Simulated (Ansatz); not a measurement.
# C2H4OSTe: the cost of one run

Computed with Ansatz 0.2.0, Gaussian basis. Level: the settings change from run to run.

### 1 The relaxed structure

An earlier PBE0-D4 in a triple-zeta def2 set relaxation fixed the geometry. Te takes a core potential in def2 sets; no spin-orbit term is included.

9 atoms, charge 0, spin multiplicity 1.

Atoms are counted from 1 here; the program's logs count them from 0.

Bond lengths: O1–C2 1.192 Å, C2–Te3 2.138 Å, C2–H6 1.106 Å, Te3–C4 2.133 Å, C4–S5 1.802 Å, C4–H7 1.088 Å, C4–H8 1.091 Å, S5–H9 1.347 Å. Angles: O1–C2–Te3 124.3°, O1–C2–H6 123.0°, Te3–C2–H6 112.7°, C2–Te3–C4 91.7°, Te3–C4–S5 109.6°, Te3–C4–H7 107.7°, Te3–C4–H8 103.9°, S5–C4–H7 112.1°, S5–C4–H8 112.0°, H7–C4–H8 111.1°, C4–S5–H9 96.8°.

### 2 r2SCAN50/def2-TZVPP

This run has D3(BJ) dispersion.

Contents of in.yaml:

```yaml
crystal:
  periodic: [false, false, false]
  atoms:
    - {symbol: O, position_ang: [0.619199, 1.942191, 0.702771]}
    - {symbol: C, position_ang: [0.175168, 1.306918, 1.608184]}
    - {symbol: Te, position_ang: [-0.347587, -0.762120, 1.484707]}
    - {symbol: C, position_ang: [0.169932, -0.835654, -0.583240]}
    - {symbol: S, position_ang: [-1.330498, -0.863693, -1.580505]}
    - {symbol: H, position_ang: [-0.005396, 1.734100, 2.612636]}
    - {symbol: H, position_ang: [0.782118, -1.721089, -0.739744]}
    - {symbol: H, position_ang: [0.749484, 0.075338, -0.740738]}
    - {symbol: H, position_ang: [-0.723921, -0.922291, -2.781270]}
basis:
  gaussian: {orbitals: def2-TZVPP}
hamiltonian: {xc: {name: r2SCAN50}, dispersion: d3bj}
output: {forces: true}
```

On the command line:

```bash
ansatz run in.yaml --threads 4 --pin off --events-out ev --progress --plain --max-ram 10444MiB
```

**Question.** How long does this run take on 4 threads of Intel Xeon 6975P-C, shared host, and how much memory does it need?

About 3.4 s, with a peak of 0.8 GiB.
